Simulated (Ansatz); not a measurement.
# C₂H₇ClO₂SZr: a ladder of functionals and wavefunction methods

The task here is to estimate one member of a computed series from the others.

Program: Ansatz 0.2.0, Gaussian basis. Level of theory: functionals in def2-TZVPP, the program's frozen cores in correlated methods. These are calculated values, not measurements.

The runs, in order: LDA (SPW92), PBE-D4, revPBE-D4, BLYP-D4, r2SCAN-D4, B97M-V, PBE0-D4, B3LYP-D4, r2SCANh-D4, r2SCAN0-D4, HSE06-D4, BHLYP-D4, CAM-B3LYP-D4, LC-ωPBE, ωB97X-V, ωB97M-V, B2PLYP, PBE-QIDH; CCSD(T)/def2-SVP; CCSD(T)/def2-TZVPP; MP2/def2-QZVPP; extrapolation to the limit; RPA on PBE.

### The geometry

The geometry comes from an earlier relaxation with PBE0-D4 in a triple-zeta def2 set; it is a stationary point, not always the lowest conformer. Zr takes the def2 core potential; no spin-orbit term is included.

SMILES `C[O][Zr]([OH])([Cl])[S]C`, 14 atoms, charge 0, spin multiplicity 1.

Atoms are counted from 1 here; the program's logs count them from 0.

Bond lengths: C1–O2 1.391 Å, C1–H8 1.094 Å, C1–H9 1.095 Å, C1–H10 1.094 Å, O2–Zr3 1.896 Å, Zr3–O4 1.904 Å, Zr3–Cl5 2.379 Å, Zr3–S6 2.429 Å, O4–H11 0.953 Å, S6–C7 1.826 Å, C7–H12 1.089 Å, C7–H13 1.096 Å, C7–H14 1.089 Å. Angles: O2–C1–H8 110.1°, O2–C1–H9 110.3°, O2–C1–H10 110.5°, H8–C1–H9 108.7°, H8–C1–H10 108.6°, H9–C1–H10 108.6°, C1–O2–Zr3 176.2°, O2–Zr3–O4 112.2°, O2–Zr3–Cl5 107.9°, O2–Zr3–S6 107.6°, O4–Zr3–Cl5 111.9°, O4–Zr3–S6 107.3°, Cl5–Zr3–S6 109.9°, Zr3–O4–H11 164.3°, Zr3–S6–C7 91.5°, S6–C7–H12 109.3°, S6–C7–H13 113.6°, S6–C7–H14 108.8° and more.

Set-up of the first run:

File in.yaml:

```yaml
crystal:
  periodic: [false, false, false]
  atoms:
    - {symbol: C, position_ang: [0.960758, -2.179731, -0.234890]}
    - {symbol: O, position_ang: [-0.002304, -1.180830, -0.138644]}
    - {symbol: Zr, position_ang: [-1.287383, 0.190529, 0.113901]}
    - {symbol: O, position_ang: [-2.738655, -0.377659, 1.207834]}
    - {symbol: Cl, position_ang: [-2.020631, 0.911205, -2.031981]}
    - {symbol: S, position_ang: [-0.187268, 2.022206, 1.268647]}
    - {symbol: C, position_ang: [1.048682, 2.184857, -0.065241]}
    - {symbol: H, position_ang: [1.219487, -2.353591, -1.283921]}
    - {symbol: H, position_ang: [1.866360, -1.887597, 0.306168]}
    - {symbol: H, position_ang: [0.585904, -3.115273, 0.191769]}
    - {symbol: H, position_ang: [-3.371540, -0.897652, 1.695579]}
    - {symbol: H, position_ang: [2.042658, 2.004377, 0.341733]}
    - {symbol: H, position_ang: [0.891885, 1.486794, -0.896030]}
    - {symbol: H, position_ang: [0.992048, 3.192354, -0.474924]}
basis:
  gaussian: {orbitals: def2-TZVPP}
hamiltonian: {xc: lda}
output: {orbitals: {seedname: orbitals}}
```

On the command line:

```sh
> ansatz run in.yaml --threads 2 --pin off --events-out ev --progress --plain --max-ram 20480MiB --backend cuda --devices 0, --max-vram 18GiB
```

Steps of the session up to this table: LDA; PBE-D4 (GGA); revPBE-D4 (GGA); BLYP-D4 (GGA); r2SCAN-D4 (meta-GGA); B97M-V (meta-GGA); PBE0-D4 (hybrid); B3LYP-D4 (hybrid); r2SCANh-D4 (hybrid); r2SCAN0-D4 (hybrid); HSE06-D4 (hybrid); BHLYP-D4 (hybrid); CAM-B3LYP-D4 (range-separated); LC-ωPBE (range-separated); ωB97X-V (range-separated); ωB97M-V (range-separated); B2PLYP (double hybrid); PBE-QIDH (double hybrid).

One of the session's tables, all rows but one given; the rest of the session is left out.

It belongs to the step «Frontier levels by functional». 

```
  functional  HOMO (eV)  gap (eV)
 LDA (SPW92)      -5.85      3.88
      PBE-D4      -5.73      3.97
   revPBE-D4      -5.67      4.00
     BLYP-D4      -5.56      3.94
   r2SCAN-D4      -5.99      4.41
      B97M-V      -6.07      4.51
     PBE0-D4      -6.91      6.00
    B3LYP-D4      -6.67      5.55
  r2SCANh-D4      -6.43      5.16
  r2SCAN0-D4          ?         ?
    HSE06-D4      -6.51      5.23
    BHLYP-D4      -7.95      8.04
CAM-B3LYP-D4      -8.18      8.37
     LC-ωPBE      -9.53     10.86
     ωB97X-V      -9.19     10.43
     ωB97M-V      -9.04      9.76
```

**Question.** Estimate the row for r2SCAN0-D4.

Worked estimate for «HOMO (eV)». Against the share of exact exchange, r2SCAN-D4 (0, -5.99), r2SCANh-D4 (0.1, -6.43) give a slope of -4.40 per unit share; at 0.25 the line stands at -7.09.

**Answer.** HOMO (eV): -7.08; gap (eV): 6.29. In «HOMO (eV)» the line misses by -0.01.
